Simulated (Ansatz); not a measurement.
**SnPb3Se4: lattice vibrations and screening**

This session takes SnPb3Se4 and sets out to find the equilibrium cell, relax to small forces and stress and get the zone-centre modes.

Computed with Ansatz 0.2.0 (DFT PBEsol, scalar-relativistic, plane waves, PAW, unless a step's input says otherwise).

## Step 1: The structure to begin with

The structure is cubic, space group Pm-3m (No. 221). The conventional cell has a = 6.096 Å, b = 6.096 Å, c = 6.096 Å, α = 90.00°, β = 90.00°, γ = 90.00°. Sn (site symmetry m-3m) is surrounded by 6 Se at 3.05 Å. Pb (site symmetry 4/mmm) is surrounded by 6 Se at 3.05 Å. Se (site symmetry m-3m) is surrounded by 6 Pb at 3.05 Å. Se (site symmetry 4/mmm) is surrounded by 2 Sn at 3.05 Å and 4 Pb at 3.05 Å.

Coordinates:

```cif
data_structure
_symmetry_space_group_name_H-M 'P 1'
_symmetry_Int_Tables_number 1
_cell_length_a 6.0960
_cell_length_b 6.0960
_cell_length_c 6.0960
_cell_angle_alpha 90.000
_cell_angle_beta 90.000
_cell_angle_gamma 90.000
_cell_volume 226.53
loop_
_atom_site_label
_atom_site_type_symbol
_atom_site_fract_x
_atom_site_fract_y
_atom_site_fract_z
_atom_site_occupancy
Sn1 Sn 0.00000 0.50000 0.50000 1
Pb1 Pb 0.50000 0.00000 0.50000 1
Pb2 Pb 0.50000 0.50000 0.00000 1
Pb3 Pb 0.00000 0.00000 0.00000 1
Se1 Se 0.50000 0.00000 0.00000 1
Se2 Se 0.00000 0.50000 0.00000 1
Se3 Se 0.00000 0.00000 0.50000 1
Se4 Se 0.50000 0.50000 0.50000 1
```

(A quick probe on a coarse mesh, which set the mesh and smearing, is not shown.)

## Step 3: Relaxing cell and atoms

Contents of input.yaml:

```yaml
crystal:
  lattice:
    - [6.095975, 0.0, 0.0]
    - [0.0, -6.095975, 0.0]
    - [0.0, 0.0, -6.095975]
  atoms:
    - { symbol: Sn, position: [0.0, 0.5, 0.5] }
    - { symbol: Pb, position: [0.5, 0.0, 0.5] }
    - { symbol: Pb, position: [0.5, 0.5, 0.0] }
    - { symbol: Pb, position: [0.0, 0.0, 0.0] }
    - { symbol: Se, position: [0.5, 0.0, 0.0] }
    - { symbol: Se, position: [0.0, 0.5, 0.0] }
    - { symbol: Se, position: [0.0, 0.0, 0.5] }
    - { symbol: Se, position: [0.5, 0.5, 0.5] }
basis:
  ecutwfc: 420
kpoints:
  mp_grid: { grid: [6, 6, 6] }
hamiltonian:
  xc: pbesol
scf:
  occupations: { method: gaussian, width: 0.1 }
output:
  forces: true
  stress: true
  eigenvalues: true
  write_density: true
  write_potential: true
  elf: true
  volumetric_format: npy
relax:
  adjacent_minimum: "off"
  f_tol: 0.005
  max_steps: 80
  cell: { stress_tol: 0.05 }
```

Run with:

```
$ ansatz run input.yaml --threads 2 --pin off --max-ram 5120MiB --backend cpu --events-out ev --progress --plain --runs-dir out
```

Further runs follow: relaxing to 0.001 eV/Å; linear response at Γ.

**Question.** What will these runs give? Wanted: relaxed cell; volume; formation energy; optical modes at Γ.

The runs gave:

| quantity | value |
| --- | --- |
| relaxed cell | a = 6.068 Å, b = 6.068 Å, c = 6.068 Å, α = 90.00°, β = 90.00°, γ = 90.00° |
| space group (0.01 Å) | Pm-3m (No. 221) |
| volume | 27.92 Å³/atom |
| formation energy (elements from runs with the same settings, not shown) | -0.50 eV/atom |
| optical modes at Γ | 48i to 91 cm⁻¹ |

What this shows: Relaxation lowered the volume by 1.4 %. 3 of the 21 optical modes at Γ are imaginary, down to 48i cm⁻¹: the structure is a saddle point and would distort without enlarging its cell. The runs treat Pb without spin-orbit coupling.
